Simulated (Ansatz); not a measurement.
# In₂Cl₄F₂: from a rough start to a minimum

The task is to find a stationary geometry of In₂Cl₄F₂, check the end point by its vibrations and derive ideal-gas thermochemistry, and look at its orbitals and charge.

The runs use Ansatz 0.2.0, Gaussian basis; RKS PBE0-D4/def2-TZVP.

Levels to be run: relaxation at PBE0-D4/def2-TZVP; harmonic vibrations at the same level; a single point in def2-TZVPP for the fields.

## 1. The starting structure

SMILES `[F][In-]1([Cl])[Cl+][In-]([F])([Cl])[Cl+]1`, 8 atoms, charge 0, spin multiplicity 1.

Atoms are counted from 1 here; the program's logs count them from 0.

Bond lengths: F1–In2 1.964 Å, In2–Cl3 2.265 Å, In2–Cl4 2.475 Å, In2–Cl8 2.474 Å, Cl4–In5 2.476 Å, In5–F6 1.964 Å, In5–Cl7 2.267 Å, In5–Cl8 2.473 Å. Angles: F1–In2–Cl3 126.5°, F1–In2–Cl4 102.4°, F1–In2–Cl8 99.2°, Cl3–In2–Cl4 114.1°, Cl3–In2–Cl8 118.0°, Cl4–In2–Cl8 89.6°, In2–Cl4–In5 90.4°, Cl4–In5–F6 102.7°, Cl4–In5–Cl7 113.6°, Cl4–In5–Cl8 89.6°, F6–In5–Cl7 126.5°, F6–In5–Cl8 99.1°, Cl7–In5–Cl8 118.3°, In2–Cl8–In5 90.5°.

The start is a GFN2-xTB geometry. In takes the def2 core potential; no spin-orbit term is included.

## 2. Optimising with PBE0-D4/def2-TZVP

The input, in.yaml:

```yaml
crystal:
  periodic: [false, false, false]
  atoms:
    - {symbol: F, position_ang: [2.695120, -0.842290, 0.818680]}
    - {symbol: In, position_ang: [0.865500, -1.459130, 0.456560]}
    - {symbol: Cl, position_ang: [0.112650, -3.591650, 0.577190]}
    - {symbol: Cl, position_ang: [0.332870, -0.319910, -1.675510]}
    - {symbol: In, position_ang: [-0.869930, 1.459280, -0.442800]}
    - {symbol: F, position_ang: [-2.751450, 0.939900, -0.664810]}
    - {symbol: Cl, position_ang: [0.004680, 3.527790, -0.750350]}
    - {symbol: Cl, position_ang: [-0.389440, 0.286000, 1.681040]}
basis:
  gaussian: {orbitals: def2-TZVP}
hamiltonian: {xc: pbe0, dispersion: d4}
relax: {f_tol: 0.005, max_steps: 150}
```

Launch:

```bash
ansatz run in.yaml --threads 2 --pin off --events-out ev --progress --plain --max-ram 20480MiB --backend cuda --devices 0, --max-vram 18GiB
```

Further steps of the session: Harmonic vibrations; A single point for the fields.

Before running them: what should the planned runs give, taken together? Wanted: point group; shift from the start; total energy; dispersion term; dipole moment; lowest, highest wavenumber; zero-point energy; HOMO, LUMO.

The runs gave:

| quantity | value |
| --- | --- |
| point group | C2h |
| steps | 6 |
| shift from the start (rms) | 0.110 Å |
| total energy | -65863.1062 eV |
| dispersion term | -332 meV |
| dipole moment | 0.03 D |
| lowest, highest wavenumber | 17, 619 cm⁻¹ |
| zero-point energy | 23.3 kJ/mol |
| entropy at 298.15 K | 524.3 J/(mol K) |
| HOMO, LUMO | -9.77, -3.15 eV |

**Reading.** The relaxed geometry lies 0.11 Å (rms) from the start; the bond that changed most is In5–F6, from 1.964 to 1.924 Å. All wavenumbers are real, so the end point is a minimum. The stiffest mode, 619 cm⁻¹, is an In–F stretch, and 10 modes under 200 cm⁻¹ make the vibrational entropy uncertain. The largest Mulliken charge, +1.08 e, sits on In2. The HOMO lies mostly on Cl7 54 %; Cl3 38 % and the LUMO on In2, In5 about 21 % each; 4 Cl atoms about 11 % each.
